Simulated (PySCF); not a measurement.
**As⁹⁺, As¹⁰⁺: ionisation energies in even-tempered 20s13p9d4f4g**

Aim: the ionisation energy of arsenic from differences of total energies, at each level of theory, and how far each lands from the tabulated value where there is one.

Program: PySCF 2.14.0. Level of theory: unrestricted determinants in a Gaussian basis, no spin-orbit coupling in the energies. These are calculated values, not measurements, unless marked.

**1. The atom as given**

- Element: arsenic (Z = 33)
- Basis: an even-tempered Gaussian basis (20 s from 0.49 bohr⁻², ratio 2.5; 13 p from 0.64 bohr⁻², ratio 2.5; 9 d from 0.64 bohr⁻², ratio 2.5; 4 f from 3.5 bohr⁻², ratio 2.7; 4 g from 5.3 bohr⁻², ratio 2.7)
- Hamiltonian: scalar relativity by spin-free X2C-1e
- State 1: As⁹⁺: [Ar] 3d6, high-spin 5D determinant
- State 2: As¹⁰⁺: [Ar] 3d5, high-spin 6S determinant
- Needed too, but not shown: As¹¹⁺ [Ar] 3d4 (5D)
- Methods: PBEsol, B2PLYP

Outer shells as boxes (Hund's rule):

As9+ [Ar] 3d6
```
[Ar] core
3d [↑↓][↑ ][↑ ][↑ ][↑ ]
```

As10+ [Ar] 3d5
```
[Ar] core
3d [↑ ][↑ ][↑ ][↑ ][↑ ]
```

One driver process ran all states and methods and kept the integrals in memory. Each run is shown as a PySCF script that sums up its settings (the driver passes frozen orbitals as a list and adds second-order terms of double hybrids); the logs are those of the runs themselves. The driver starts from symmetry-adapted Hartree-Fock orbitals, holds the occupation by maximum overlap and uses a logarithmic radial grid for functionals, so a plain start would take other cycles.

It was started by

```
> OMP_NUM_THREADS=2 python atomrun2.py TASK.json OUT
```

The integrals over 168 functions and the set-up took 3 s of CPU time.

**2. As⁹⁺, method by method**

**PBEsol**

Contents of input.py:

```python
from pyscf import gto, scf, dft, mp, cc
mol = gto.M(atom="As 0 0 0", charge=9, spin=4, symmetry="D2h",
            basis=gto.etbs([(0, 20, 0.49, 2.5), (1, 13, 0.64, 2.5), (2, 9, 0.64, 2.5), (3, 4, 3.5, 2.7), (4, 4, 5.3, 2.7)]),
            nucmod="G")
mf = dft.UKS(mol, xc="PBEsol").sfx2c1e()
mf.irrep_nelec = {'Ag': (5, 3), 'B1g': (1, 1), 'B2g': (1, 0), 'B3g': (1, 0), 'B1u': (2, 2), 'B2u': (2, 2), 'B3u': (2, 2)}
mf.kernel()
```

**B2PLYP**

input.py differs from the last one in:

```diff
@@ -4,3 +4,3 @@
             nucmod="G")
-mf = dft.UKS(mol, xc="PBEsol").sfx2c1e()
+mf = dft.UKS(mol, xc="0.53*HF + 0.47*B88, 0.73*LYP").sfx2c1e()
 mf.irrep_nelec = {'Ag': (5, 3), 'B1g': (1, 1), 'B2g': (1, 0), 'B3g': (1, 0), 'B1u': (2, 2), 'B2u': (2, 2), 'B3u': (2, 2)}
```

**3. As¹⁰⁺: the ladder of methods**

**PBEsol**

Contents of input.py:

```python
from pyscf import gto, scf, dft, mp, cc
mol = gto.M(atom="As 0 0 0", charge=10, spin=5, symmetry="D2h",
            basis=gto.etbs([(0, 20, 0.49, 2.5), (1, 13, 0.64, 2.5), (2, 9, 0.64, 2.5), (3, 4, 3.5, 2.7), (4, 4, 5.3, 2.7)]),
            nucmod="G")
mf = dft.UKS(mol, xc="PBEsol").sfx2c1e()
mf.irrep_nelec = {'Ag': (5, 3), 'B1g': (1, 0), 'B2g': (1, 0), 'B3g': (1, 0), 'B1u': (2, 2), 'B2u': (2, 2), 'B3u': (2, 2)}
mf.kernel()
```

**B2PLYP**

input.py differs from the last one in:

```diff
@@ -4,3 +4,3 @@
             nucmod="G")
-mf = dft.UKS(mol, xc="PBEsol").sfx2c1e()
+mf = dft.UKS(mol, xc="0.53*HF + 0.47*B88, 0.73*LYP").sfx2c1e()
 mf.irrep_nelec = {'Ag': (5, 3), 'B1g': (1, 0), 'B2g': (1, 0), 'B3g': (1, 0), 'B1u': (2, 2), 'B2u': (2, 2), 'B3u': (2, 2)}
```

**Question.** What will these runs give?

**Answer**, as computed:

| quantity | value |
| --- | --- |
| ionisation energy, As⁹⁺ | UHF 246.85, MP2 (outer shells) 248.44 eV; reference 247 ± 2.2 |
| ionisation energy, As¹⁰⁺ | UHF 296.10, MP2 (outer shells) 297.03 eV; reference 296 ± 2.4 |

For the first difference the methods span 2.506 eV, from UHF (246.85) to PBEsol (249.36). The reference is uncertain or not like for like (spin-orbit coupling or other relativistic terms), so no ranking of close methods is drawn. The basis is finite, and no extrapolation was made.
